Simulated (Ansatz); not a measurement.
Relaxation of a periodic cell of 25 atoms, Be₂₀Fe₄H (host Be5Fe, host structure F-43m, interstitial H), to a largest force component of 0.08 eV/Å in at most 25 steps.

Theory: DFT LDA, scalar-relativistic, plane waves, PAW in Ansatz. Settings: accuracy low, cutoff 420 eV, k mesh 2x2x2, fermi-dirac smearing 0.05 eV, spin collinear.

```xyz
25
Lattice="5.8386 0.0000 0.0000 0.0000 5.8386 0.0000 0.0000 0.0000 5.8386" Properties=species:S:1:pos:R:3
Be 5.113 5.113 5.113
Be 3.645 3.645 5.113
Be 3.645 5.113 3.645
Be 5.113 3.645 3.645
Be 2.919 2.919 2.919
Fe 1.460 1.460 1.460
Be 2.194 2.194 5.113
Be 0.725 0.725 5.113
Be 0.725 2.194 3.645
Be 2.194 0.725 3.645
Be 0.000 0.000 2.919
Fe 4.379 4.379 1.460
Be 2.194 5.113 2.194
Be 0.725 3.645 2.194
Be 0.725 5.113 0.725
Be 2.194 3.645 0.725
Be 0.000 2.919 0.000
Fe 4.379 1.460 4.379
Be 5.113 2.194 2.194
Be 3.645 0.725 2.194
Be 3.645 2.194 0.725
Be 5.113 0.725 0.725
Be 2.919 0.000 0.000
Fe 1.460 4.379 4.379
H 0.121 4.690 4.002
```

Where does it end, and by what steps?

It converged. Limits of this set-up: coarse k mesh, a small cell, in which the defect meets its images, low accuracy level. After 3 steps the energy has fallen by 0.277 eV; Be11 moved furthest, 0.20 Å.

| step | energy less start (eV) | largest force component (eV/Å) | accepted |
| --- | --- | --- | --- |
| 0 | 0.0000 | 1.598 | yes |
| 1 | -0.1548 | 0.854 | yes |
| 2 | -0.2748 | 0.126 | yes |
| 3 | -0.2765 | 0.060 | yes |

```xyz
25
Lattice="5.8386 0.0000 0.0000 0.0000 5.8386 0.0000 0.0000 0.0000 5.8386" Properties=species:S:1:pos:R:3
Be 5.094 5.089 5.170
Be 3.645 3.615 5.144
Be 3.604 5.084 3.670
Be 5.088 3.581 3.667
Be 2.896 2.919 2.933
Fe 1.471 1.459 1.458
Be 2.197 2.191 5.117
Be 0.731 0.712 5.128
Be 0.714 2.162 3.632
Be 2.206 0.721 3.636
Be 0.021 0.143 2.776
Fe 4.382 4.376 1.475
Be 2.209 5.121 2.194
Be 0.730 3.630 2.209
Be 0.715 5.124 0.755
Be 2.194 3.635 0.728
Be -0.002 2.894 0.022
Fe 4.382 1.441 4.380
Be 5.120 2.219 2.175
Be 3.662 0.707 2.213
Be 3.617 2.181 0.735
Be 5.117 0.739 0.698
Be 2.898 -0.017 -0.003
Fe 1.488 4.335 4.420
H 0.165 4.855 3.893
```

Run time: 20 s on 2 threads of Intel(R) Xeon(R) 6975P-C (Granite Rapids) (shared host), peak memory 0.69 GiB.
